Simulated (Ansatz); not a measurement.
# CH5F2NSi: how energies converge with the basis set

An exercise on one series of results from a longer session: the logs are not shown, and one member is left open.

The runs use Ansatz 0.2.0, Gaussian basis; one geometry, several basis sets.

Levels to be run: PBE0-D4/def2-SVP; ωB97M-V/def2-SVP; PBE0-D4/def2-QZVPP; ωB97M-V/def2-QZVPP; the functionals' def2-TZVPP values are taken from earlier runs.

**The geometry**

An earlier PBE0-D4 in a triple-zeta def2 set relaxation fixed the geometry.

SMILES `NC(F)(F)[SiH3]`, 10 atoms, charge 0, spin multiplicity 1.

Atoms are counted from 1 here; the program's logs count them from 0.

Bond lengths: N1–C2 1.420 Å, N1–H6 1.012 Å, N1–H7 1.012 Å, C2–F3 1.367 Å, C2–F4 1.367 Å, C2–Si5 1.930 Å, Si5–H8 1.485 Å, Si5–H9 1.482 Å, Si5–H10 1.485 Å. Angles: C2–N1–H6 111.2°, C2–N1–H7 111.3°, H6–N1–H7 109.7°, N1–C2–F3 107.0°, N1–C2–F4 107.0°, N1–C2–Si5 118.2°, F3–C2–F4 107.4°, F3–C2–Si5 108.4°, F4–C2–Si5 108.4°, C2–Si5–H8 107.2°, C2–Si5–H9 111.3°, C2–Si5–H10 107.2°, H8–Si5–H9 110.7°, H8–Si5–H10 109.6°, H9–Si5–H10 110.7°.

Set-up of the first run:

in.yaml

```yaml
crystal:
  periodic: [false, false, false]
  atoms:
    - {symbol: N, position_ang: [-0.579806, 0.165491, -1.492886]}
    - {symbol: C, position_ang: [-0.159906, -0.630906, -0.394883]}
    - {symbol: F, position_ang: [-1.220642, -1.417803, -0.043923]}
    - {symbol: F, position_ang: [0.826728, -1.457137, -0.854800]}
    - {symbol: Si, position_ang: [0.484586, 0.265799, 1.188364]}
    - {symbol: H, position_ang: [-1.359485, 0.757825, -1.238979]}
    - {symbol: H, position_ang: [0.179433, 0.733025, -1.846007]}
    - {symbol: H, position_ang: [-0.612181, 1.142430, 1.672886]}
    - {symbol: H, position_ang: [0.879565, -0.707763, 2.234132]}
    - {symbol: H, position_ang: [1.644806, 1.097940, 0.778996]}
basis:
  gaussian: {orbitals: def2-SVP}
hamiltonian: {xc: pbe0, dispersion: d4}
output: {orbitals: {seedname: orbitals}}
```

Among the steps run: PBE0-D4 in def2-SVP; ωB97M-V in def2-SVP; PBE0-D4 in def2-QZVPP; ωB97M-V in def2-QZVPP.

One of the session's tables, all rows but one given; the rest of the session is left out.

It belongs to the step «Functionals by basis». 

| functional | basis | HOMO (eV) | LUMO (eV) |
| --- | --- | --- | --- |
| PBE0-D4 | def2-SVP | -7.51 | 0.65 |
| PBE0-D4 | def2-TZVPP | ? | ? |
| PBE0-D4 | def2-QZVPP | -7.76 | -0.01 |
| ωB97M-V | def2-SVP | -9.80 | 2.48 |
| ωB97M-V | def2-TZVPP | -10.02 | 1.74 |
| ωB97M-V | def2-QZVPP | -10.07 | 1.34 |

**Question.** Estimate the row for PBE0-D4, def2-TZVPP.

The run gave: HOMO (eV): -7.71; LUMO (eV): 0.18. In the column «HOMO (eV)» it lies between PBE0-D4, def2-QZVPP (-7.76) and PBE0-D4, def2-SVP (-7.51).
